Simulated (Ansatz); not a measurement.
## Na, space group Pm-3m: Fermi-surface readings

Computed with the Ansatz DFT code, driven from Python.

`run_fermi.py`:
```python
'''Area of the Fermi surface of Na.'''

import ansatz
from pymatgen.core import Lattice, Structure
from pymatgen.io.ase import AseAtomsAdaptor

pmg_structure = Structure(
    Lattice([[7.023343, 0.0, 0.0], [0.0, 7.023343, 0.0], [0.0, 0.0, 7.023343]]),
    ['Na'],
    [
        [0.0, 0.0, 0.0],
    ],
)
structure = ansatz.Crystal.from_ase(AseAtomsAdaptor.get_atoms(pmg_structure))

calculation = (
    structure.calculation()
    .functional(ansatz.Functional.PBESOL)
    .pseudopotentials('paw')
    .kpoints(5)
    .occupations(ansatz.OccupationsMethod.FERMI_DIRAC, width=100 * ansatz.meV)
    .eigenstates(nscf_kmesh=(6, 6, 6), level_slopes=True)
)
surface = calculation.run(threads=1, pin='off').fermi_surface().to_plain()
for way, reading in surface.items():
    if reading:
        rho_lambda = [f'{v:.3e}' for v in reading['resistivity_times_mean_free_path_ohm_m2']]
        print(f'{way:24s} area {reading["spin_summed_area_per_ang2"]:8.3f} 1/A^2  rho*lambda (ohm m^2) {rho_lambda}')
```

`python run_fermi.py` gives:
```text
DeckWarning: basis.ecutwfc = 420 eV, auto-derived from the records' recommended cutoffs: set by Na (normal level)
by_tetrahedra            area    3.927 1/A^2  rho*lambda (ohm m^2) ['7.785e-15', '7.785e-15', '7.785e-15']
by_slopes                area    3.678 1/A^2  rho*lambda (ohm m^2) ['8.312e-15', '8.312e-15', '8.312e-15']
on_every_second_point    area    4.412 1/A^2  rho*lambda (ohm m^2) ['6.928e-15', '6.928e-15', '6.928e-15']
```
(Warnings from the package without file and line.)

What to keep in mind:
- This isn't the structure that Na takes at ambient conditions.
- The three readings differ by the mesh error.
- Timing: 5 s on 1 thread of Arm Neoverse V1 (shared host), peak memory 0.43 GiB.
